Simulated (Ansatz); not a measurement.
# Ga2N (quartet): wave-function methods side by side, cc-pVDZ

The task here is to estimate one member of a computed series from the others.

Method: cc-pVDZ, core rule «outside noble gas», up to 29 orbitals frozen; program: Ansatz 0.2.0, Gaussian basis.

The runs, in order: UHF; CCSD(T) on ROHF; CCSD(T) on UHF; BCCD(T) on ROHF; CISD; CCSDT(Q) on ROHF; CCSDT(Q) on UHF; CASSCF and MRCISD+Q, 9 electrons in 11 orbitals; CASSCF and NEVPT2, 9 electrons in 11 orbitals.

30 further runs of the same task are left out: 16 that didn't finish, 14 set aside as unsound or not needed.

## The system

The geometry is a PBE0/def2-TZVP stationary point (not a proven minimum). No spin-orbit coupling is included. The filled d shell of Ga may be among the frozen orbitals whatever the setting's name suggests; the logs give the count.

3 atoms, charge 0, spin multiplicity 4.

Atoms are counted from 1 here; the program's logs count them from 0.

Bond lengths: Ga1–N2 1.919 Å, N2–Ga3 1.895 Å. Angles: Ga1–N2–Ga3 180.0°.

Set-up of the first run:

The input, in.yaml:

```yaml
crystal:
  periodic: [false, false, false]
  atoms:
    - {symbol: Ga, position_ang: [0.000000, 0.000000, 1.910900]}
    - {symbol: N, position_ang: [0.000000, 0.000000, -0.007700]}
    - {symbol: Ga, position_ang: [0.000000, 0.000000, -1.903200]}
basis:
  gaussian: {orbitals: cc-pVDZ}
magnetization: {spin_polarized: true, initial_magnetization: 3}
hamiltonian: {xc: hf}
output: {orbitals: {seedname: orbitals}}
```

On the command line:

```
$ ansatz run in.yaml --threads 1 --pin off --events-out ev --progress --plain --max-ram 2393MiB
```

Steps of the session up to this table: UHF; CCSD(T) on ROHF; CCSD(T) on UHF; BCCD(T) on ROHF; CISD; CCSDT(Q) on ROHF; CCSDT(Q) on UHF; CASSCF and MRCISD+Q, 9 electrons in 11 orbitals; CASSCF and NEVPT2, 9 electrons in 11 orbitals.

One of the session's tables, all rows but one given; the rest of the session is left out.

| method | from RCCSDT(Q) (meV) |
| --- | --- |
| RMP2 | +1361.7 |
| UMP2 | +1517.9 |
| RCCSD | +611.5 |
| UCCSD | +590.4 |
| RCCSD(T) | +142.6 |
| UCCSD(T) | +139.5 |
| BCCD(T) | +142.4 |
| RCCSDT | +72.8 |
| UCCSDT | +62.3 |
| RCCSDT(Q) | 0 |
| UCCSDT(Q) | -11.4 |
| CASSCF valence | ? |
| NEVPT2 valence | +920.0 |
| MRCISD valence | +499.4 |
| MRCISD+Q valence | +222.6 |

**Question.** Estimate the row for CASSCF valence.

The run gave: from RCCSDT(Q) (meV): +4423.9. In the column «from RCCSDT(Q) (meV)» it is the highest.

Not comparable, so not listed: CISD (they don't share determinant, frozen orbitals or solution with the rows shown, or repeat one).

Caveats from the session: The report flags that the cluster equations may have other roots. Left out of the table: ROHF, UHF (another determinant or state than the rows shown). The program flags RCCSD(T), UCCSD(T), BCCD(T), RCCSDT(Q), UCCSDT(Q) as in doubt, so the zero of the table is itself unsure. Warnings: coupled cluster took another determinant than the lowest. Restricted and unrestricted rows rest on different reference determinants; where their highest levels disagree by more than a few hundredths of an eV, they describe different states and don't form one ladder.
